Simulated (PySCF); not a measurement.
# TbC: from the state search to spectroscopic constants

The task here is to estimate one member of a computed series from the others.

Computed with PySCF 2.14.0. Level: Tb x2c-TZVPall, C x2c-TZVPall, spin-free X2C with a Gaussian nucleus.

Set-up of the first run:

Settings of the job:

- atoms: Tb, C
- charge: 0
- basis: Tb x2c-TZVPall, C x2c-TZVPall
- Hamiltonian: spin-free X2C with a Gaussian nucleus
- basis functions: 135
- electrons treated: 71
- masses in u: 158.9253, 12.0000
- levels: PBE0, PBE, r²SCAN, B3LYP, r²SCANh, HF, MP2, SCS-MP2
- grid: 80 radial by 434 angular points
- occupations: held fixed by the projection of orbital angular momentum
- dissociation limit: Tb + C, each in its ground configuration
- starting distance in angstrom: 2.047
- values of 2S to try: 3, 5, 7, 9

Run with:

```
$ OMP_NUM_THREADS=4 python dia.py task.json out
```

Steps of the session up to this table: Set-up; PBE0 along the bond; Higher solutions at PBE0; PBE (GGA); r²SCAN; B3LYP (global hybrid GGA); r²SCANh; UHF (mean field).

One of the session's tables, all rows but one given; the rest of the session is left out.

| level | Re (Å) | ωe (cm⁻¹) | De (eV) | μ (D) |
| --- | --- | --- | --- | --- |
| UHF | 2.036 | 738 | 4.89 | -5.46 |
| UHF-MP2 | 1.991 | 761 | 4.02 | n/a |
| PBE | ? | ? | ? | ? |
| r²SCAN | 2.037 | 619 | 3.76 | -4.49 |
| r²SCANh | 2.009 | 713 | 3.79 | -4.63 |
| B3LYP | 2.025 | 703 | 2.99 | -4.80 |
| PBE0 | 2.004 | 732 | 3.59 | -4.72 |

Q: Estimate the row for PBE from the others.

The run gave: Re (Å): 2.070; ωe (cm⁻¹): 575; De (eV): 3.39; μ (D): -4.38. In the column «Re (Å)» it is the highest.

De is counted to Tb + C in their ground configurations.
